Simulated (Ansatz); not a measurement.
**As2Se: how settings move the results**

The task, for As2Se: relax the cell with several choices of functional.

Method: DFT PBE, scalar-relativistic, plane waves, PAW for the base; runs at other levels say so in their headings and inputs, in Ansatz 0.2.0.

1 further run of the same task is left out (set aside as unsound or not needed).

**1. The structure to begin with**

The structure is tetragonal, space group I4_1/amd (No. 141). Conventional cell: a = 7.059 Å, b = 7.059 Å, c = 5.307 Å, α = 90.00°, β = 90.00°, γ = 90.00°. Around As (site symmetry 2/m) lie 2 Se at 2.66 Å and 4 As at 2.83 Å. Se (site symmetry -4m2) has 4 As at 2.66 Å as nearest neighbours.

As a file:

```
As Se
1.0
    -3.52942    3.52942    2.65357
     3.52942   -3.52942    2.65357
     3.52942    3.52942   -2.65357
As Se
4 2
Cartesian
  0.0000 5.2941 0.6634
  0.0000 1.7647 0.6634
  1.7647 3.5294 1.9902
  -1.7647 3.5294 1.9902
  0.0000 0.0000 2.6536
  3.5294 0.0000 1.3268
```

Source of the structure: the Materials Project (structure only). It is taken as it stands there.

**2. The base run, which the others are set against**

input.yaml reads:

```yaml
crystal:
  lattice:
    - [-3.529418, 3.529418, 2.653571]
    - [3.529418, -3.529418, 2.653571]
    - [3.529418, 3.529418, -2.653571]
  atoms:
    - { symbol: As, position: [0.875, 0.125, 0.75] }
    - { symbol: As, position: [0.375, 0.125, 0.25] }
    - { symbol: As, position: [0.875, 0.625, 0.75] }
    - { symbol: As, position: [0.875, 0.125, 0.25] }
    - { symbol: Se, position: [0.5, 0.5, 0.0] }
    - { symbol: Se, position: [0.25, 0.75, 0.5] }
basis:
  ecutwfc: 420
kpoints:
  mp_grid: { grid: [8, 8, 8] }
hamiltonian:
  xc: pbe
scf:
  occupations: { method: gaussian, width: 0.1 }
output:
  forces: true
  stress: true
  eigenvalues: true
  populations: true
  write_density: true
  write_potential: true
  elf: true
  volumetric_format: npy
```

It was run beforehand and gave: -5060.3696 eV/atom at zero smearing, pressure -0.08 GPa, largest force 0.000 eV/Å, no gap on the mesh, in 8 SCF cycles and 37 s.

**3. Relaxing with functional LDA**

input.yaml reads:

```yaml
crystal:
  lattice:
    - [-3.529418, 3.529418, 2.653571]
    - [3.529418, -3.529418, 2.653571]
    - [3.529418, 3.529418, -2.653571]
  atoms:
    - { symbol: As, position: [0.875, 0.125, 0.75] }
    - { symbol: As, position: [0.375, 0.125, 0.25] }
    - { symbol: As, position: [0.875, 0.625, 0.75] }
    - { symbol: As, position: [0.875, 0.125, 0.25] }
    - { symbol: Se, position: [0.5, 0.5, 0.0] }
    - { symbol: Se, position: [0.25, 0.75, 0.5] }
basis:
  ecutwfc: 420
kpoints:
  mp_grid: { grid: [8, 8, 8] }
hamiltonian:
  xc: lda
scf:
  occupations: { method: gaussian, width: 0.1 }
output:
  forces: true
  stress: true
  eigenvalues: true
relax:
  adjacent_minimum: "off"
  f_tol: 0.01
  max_steps: 60
  cell: { stress_tol: 0.05 }
```

Run with:

```console
ansatz run input.yaml --threads 1 --pin off --max-ram 2560MiB --backend cpu --events-out ev --progress --plain --runs-dir out
```

**4. Relaxation, functional: PBEsol**

Edit input.yaml of step 3 so:

```diff
@@ -17,3 +17,3 @@
 hamiltonian:
-  xc: lda
+  xc: pbesol
 scf:
@@ -24,2 +24,6 @@
   eigenvalues: true
+  write_density: true
+  write_potential: true
+  elf: true
+  volumetric_format: npy
 relax:
```

**5. Relaxation, functional: PBE**

Edit input.yaml of step 4 so:

```diff
@@ -17,3 +17,3 @@
 hamiltonian:
-  xc: pbesol
+  xc: pbe
 scf:
```

**6. Relaxation, functional: r2SCAN**

Edit input.yaml of step 5 so:

```diff
@@ -13,3 +13,3 @@
 basis:
-  ecutwfc: 420
+  ecutwfc: 500
 kpoints:
@@ -17,3 +17,3 @@
 hamiltonian:
-  xc: pbe
+  xc: r2scan
 scf:
@@ -24,6 +24,2 @@
   eigenvalues: true
-  write_density: true
-  write_potential: true
-  elf: true
-  volumetric_format: npy
 relax:
```

(Steps that only read results are left out.)

What results come out of these runs, taken together? Wanted: relaxed volume by functional.

As calculated:

| quantity | value |
| --- | --- |
| relaxed volume by functional (Å³/atom) | LDA: 20.59; PBEsol: 21.00; PBE: 22.05; r2SCAN: 21.59 |

In words: The relaxed volumes span 7.1 %, from LDA (smallest) to PBE (largest).
